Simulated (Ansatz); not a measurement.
# AlVC6N6: the cost of one run

Computed with Ansatz 0.2.0 (DFT PBE, scalar-relativistic, plane waves, PAW, unless a step's input says otherwise).

## 1. The system as given

It takes space group Fm-3m (No. 225, cubic). Conventional cell: a = 10.099 Å, b = 10.099 Å, c = 10.099 Å, α = 90.00°, β = 90.00°, γ = 90.00°. Around Al (site symmetry m-3m) lie 6 N at 1.96 Å. V (site symmetry m-3m) has 6 C at 1.92 Å in its first shell of neighbours. C (site symmetry 4mm) is surrounded by 1 N at 1.17 Å and 1 V at 1.92 Å. N (site symmetry 4mm) has 1 C at 1.17 Å and 1 Al at 1.96 Å in its first shell of neighbours.

As a file:

```cif
data_structure
_symmetry_space_group_name_H-M 'P 1'
_symmetry_Int_Tables_number 1
_cell_length_a 7.1411
_cell_length_b 7.1411
_cell_length_c 7.1411
_cell_angle_alpha 60.000
_cell_angle_beta 60.000
_cell_angle_gamma 60.000
_cell_volume 257.50
loop_
_atom_site_label
_atom_site_type_symbol
_atom_site_fract_x
_atom_site_fract_y
_atom_site_fract_z
_atom_site_occupancy
Al1 Al 0.50000 0.50000 0.50000 1
V1 V 0.00000 0.00000 0.00000 1
C1 C 0.81018 0.18982 0.18982 1
C2 C 0.18982 0.81018 0.18982 1
C3 C 0.18982 0.18982 0.81018 1
C4 C 0.18982 0.81018 0.81018 1
C5 C 0.81018 0.18982 0.81018 1
C6 C 0.81018 0.81018 0.18982 1
N1 N 0.69433 0.30567 0.30567 1
N2 N 0.30567 0.69433 0.30567 1
N3 N 0.30567 0.30567 0.69433 1
N4 N 0.30567 0.69433 0.69433 1
N5 N 0.69433 0.30567 0.69433 1
N6 N 0.69433 0.69433 0.30567 1
```

The cell is invented: cyanide-bridged rock-salt net of two metals, 0 guest cations a cell (Fm-3m, No. 225). Its size is a rough estimate.

## 2. A first look at the guess

input.yaml reads:

```yaml
crystal:
  lattice:
    - [0.0, 5.0495, 5.0495]
    - [5.0495, 0.0, 5.0495]
    - [5.0495, 5.0495, 0.0]
  atoms:
    - { symbol: Al, position: [0.5, 0.5, 0.5] }
    - { symbol: V, position: [0.0, 0.0, 0.0], spin: 2.0 }
    - { symbol: C, position: [0.81017923, 0.18982077, 0.18982077] }
    - { symbol: C, position: [0.18982077, 0.81017923, 0.18982077] }
    - { symbol: C, position: [0.18982077, 0.18982077, 0.81017923] }
    - { symbol: C, position: [0.18982077, 0.81017923, 0.81017923] }
    - { symbol: C, position: [0.81017923, 0.18982077, 0.81017923] }
    - { symbol: C, position: [0.81017923, 0.81017923, 0.18982077] }
    - { symbol: "N", position: [0.69432617, 0.30567383, 0.30567383] }
    - { symbol: "N", position: [0.30567383, 0.69432617, 0.30567383] }
    - { symbol: "N", position: [0.30567383, 0.30567383, 0.69432617] }
    - { symbol: "N", position: [0.30567383, 0.69432617, 0.69432617] }
    - { symbol: "N", position: [0.69432617, 0.30567383, 0.69432617] }
    - { symbol: "N", position: [0.69432617, 0.69432617, 0.30567383] }
basis:
  ecutwfc: 420
kpoints:
  mp_grid: { grid: [4, 4, 4] }
hamiltonian:
  xc: pbe
scf:
  occupations: { method: gaussian, width: 0.1 }
  lower_state_search: "off"
output:
  forces: true
  stress: true
  eigenvalues: true
  populations: true
magnetization:
  spin_polarized: true
```

Run with:

```sh
> ansatz run input.yaml --threads 1 --pin off --max-ram 2560MiB --backend cpu --events-out ev --progress --plain --runs-dir out
```

What time and memory should one allow on 1 thread of Intel Xeon 6975P-C (Granite Rapids), shared host?

About 12 s, with a peak of 0.65 GiB.
